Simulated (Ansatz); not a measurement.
**C3H9InO: one species, many methods**

One table from this session's results is given with a row withheld; the runs are named, their logs left out.

Computed with Ansatz 0.2.0, Gaussian basis. Level: functionals in def2-TZVPP, the program's frozen cores in correlated methods.

Levels to be run: LDA (SPW92), PBE-D4, revPBE-D4, BLYP-D4, r2SCAN-D4, B97M-V, PBE0-D4, B3LYP-D4, r2SCANh-D4, r2SCAN0-D4, HSE06-D4, BHLYP-D4, CAM-B3LYP-D4, LC-ωPBE, ωB97X-V, ωB97M-V, B2PLYP, PBE-QIDH; CCSD(T)/def2-SVP; CCSD(T)/def2-TZVPP; MP2/def2-QZVPP; extrapolation to the limit; RPA on PBE.

### Structure used throughout

All runs share one geometry, relaxed beforehand with PBE0-D4 in a triple-zeta def2 set. In takes the def2 core potential; no spin-orbit term is included.

SMILES `CC(C)=[O+][InH3-]`, 14 atoms, charge 0, spin multiplicity 1.

Atoms are counted from 1 here; the program's logs count them from 0.

Bond lengths: C1–C2 1.492 Å, C1–H6 1.094 Å, C1–H7 1.094 Å, C1–H8 1.088 Å, C2–C3 1.494 Å, C2–O4 1.220 Å, C3–H9 1.089 Å, C3–H10 1.094 Å, C3–H11 1.094 Å, O4–In5 2.364 Å, In5–H12 1.740 Å, In5–H13 1.740 Å, In5–H14 1.723 Å. Angles: C2–C1–H6 109.4°, C2–C1–H7 109.4°, C2–C1–H8 110.9°, H6–C1–H7 106.5°, H6–C1–H8 110.3°, H7–C1–H8 110.3°, C1–C2–C3 118.5°, C1–C2–O4 120.1°, C3–C2–O4 121.4°, C2–C3–H9 112.8°, C2–C3–H10 108.7°, C2–C3–H11 108.8°, H9–C3–H10 110.0°, H9–C3–H11 110.1°, H10–C3–H11 106.3°, C2–O4–In5 127.2°, O4–In5–H12 94.7°, O4–In5–H13 94.8° and more.

The first run:

Contents of in.yaml:

```yaml
crystal:
  periodic: [false, false, false]
  atoms:
    - {symbol: C, position_ang: [-1.733984, 0.908719, 0.914661]}
    - {symbol: C, position_ang: [-0.533547, 0.281331, 0.289699]}
    - {symbol: C, position_ang: [0.701610, 0.128537, 1.116069]}
    - {symbol: O, position_ang: [-0.573299, -0.093844, -0.870777]}
    - {symbol: In, position_ang: [1.166395, -1.117406, -2.101850]}
    - {symbol: H, position_ang: [-1.476513, 1.911099, 1.270054]}
    - {symbol: H, position_ang: [-2.026609, 0.332275, 1.797543]}
    - {symbol: H, position_ang: [-2.558611, 0.959494, 0.207147]}
    - {symbol: H, position_ang: [0.580580, 0.508827, 2.128827]}
    - {symbol: H, position_ang: [1.525144, 0.647292, 0.616722]}
    - {symbol: H, position_ang: [0.977949, -0.929546, 1.143285]}
    - {symbol: H, position_ang: [1.349764, -2.456213, -1.004934]}
    - {symbol: H, position_ang: [2.284744, 0.200276, -1.896413]}
    - {symbol: H, position_ang: [0.303476, -1.309941, -3.581232]}
basis:
  gaussian: {orbitals: def2-TZVPP}
hamiltonian: {xc: lda}
output: {orbitals: {seedname: orbitals}}
```

Command:

```sh
$ ansatz run in.yaml --threads 4 --pin off --events-out ev --progress --plain --max-ram 11315MiB
```

Steps of the session up to this table: LDA; PBE-D4 (GGA); revPBE-D4 (GGA); BLYP-D4 (GGA); r2SCAN-D4 (meta-GGA); B97M-V (meta-GGA); PBE0-D4 (hybrid); B3LYP-D4 (hybrid); r2SCANh-D4 (hybrid); r2SCAN0-D4 (hybrid); HSE06-D4 (hybrid); BHLYP-D4 (hybrid); CAM-B3LYP-D4 (range-separated); LC-ωPBE (range-separated); ωB97X-V (range-separated); ωB97M-V (range-separated); B2PLYP (double hybrid); PBE-QIDH (double hybrid).

One of the session's tables, all rows but one given; the rest of the session is left out.

It belongs to the step «Frontier levels by functional». 

| functional | HOMO (eV) | LUMO (eV) | gap (eV) |
| --- | --- | --- | --- |
| LDA (SPW92) | -6.23 | -2.84 | 3.39 |
| PBE-D4 | -6.13 | -2.64 | 3.50 |
| revPBE-D4 | -6.09 | -2.56 | 3.53 |
| BLYP-D4 | -6.04 | -2.52 | 3.51 |
| r2SCAN-D4 | -6.40 | -2.40 | 4.00 |
| B97M-V | -6.50 | -2.32 | 4.18 |
| PBE0-D4 | -7.28 | -1.51 | 5.77 |
| B3LYP-D4 | -7.10 | -1.78 | 5.32 |
| r2SCANh-D4 | -6.82 | -1.99 | 4.84 |
| r2SCAN0-D4 | -7.46 | -1.37 | 6.09 |
| HSE06-D4 | -6.88 | -1.89 | 4.98 |
| BHLYP-D4 | -8.37 | -0.25 | 8.12 |
| CAM-B3LYP-D4 | ? | ? | ? |
| LC-ωPBE | -9.98 | 0.94 | 10.93 |
| ωB97X-V | -9.65 | 0.86 | 10.51 |
| ωB97M-V | -9.48 | 0.77 | 10.25 |

Estimate the missing values for CAM-B3LYP-D4.

As computed: HOMO (eV): -8.64; LUMO (eV): -0.29; gap (eV): 8.35. In the column «HOMO (eV)» it lies between ωB97M-V (-9.48) and BHLYP-D4 (-8.37).
